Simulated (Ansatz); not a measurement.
# HfHO+ (septet): the correlation ladder, def2-TZVPP

The task here is to estimate one member of a computed series from the others.

Method: def2-TZVPP, core rule «outside noble gas», up to 5 orbitals frozen; program: Ansatz 0.2.0, Gaussian basis.

Plan: UHF; ROHF; CCSD(T) on UHF.

## The system

The geometry is a PBE0/def2-TZVP stationary point (not a proven minimum) of the parent state, kept for this charge and spin. No spin-orbit coupling is included. Elements past krypton take def2 core potentials.

3 atoms, charge 1, spin multiplicity 7.

Atoms are counted from 1 here; the program's logs count them from 0.

Bond lengths: Hf1–O2 2.641 Å, O2–H3 0.989 Å. Angles: Hf1–O2–H3 79.5°.

As a file:

```
Hf    0.00000   -0.25774    1.71161
O     0.00000   -0.36061   -0.92702
H     0.00000    0.61836   -0.78459
```

Set-up of the first run:

in.yaml reads:

```yaml
crystal:
  periodic: [false, false, false]
  atoms:
    - {symbol: Hf, position_ang: [0.000000, -0.257744, 1.711606]}
    - {symbol: O, position_ang: [0.000000, -0.360612, -0.927017]}
    - {symbol: H, position_ang: [0.000000, 0.618356, -0.784589]}
basis:
  gaussian: {orbitals: def2-TZVPP}
total_charge: 1
magnetization: {spin_polarized: true, initial_magnetization: 6}
hamiltonian: {xc: hf}
output: {orbitals: {seedname: orbitals}}
```

Started as:

```sh
> ansatz run in.yaml --threads 1 --pin off --events-out ev --progress --plain --max-ram 2560MiB --backend cpu
```

Steps of the session up to this table: UHF; ROHF; CCSD(T) on UHF.

One table of the session follows, with a row left open; its other results are not shown here.

```
  method  from UCCSD(T) (kcal/mol)
    ROHF                   +135.39
     UHF                   +127.02
    UMP2                    +19.46
   UCCSD                         ?
UCCSD(T)                         0
```

Estimate the missing values for UCCSD.

As computed: from UCCSD(T) (kcal/mol): +2.81. In the column «from UCCSD(T) (kcal/mol)» it lies between UCCSD(T) (0) and UMP2 (+19.46).
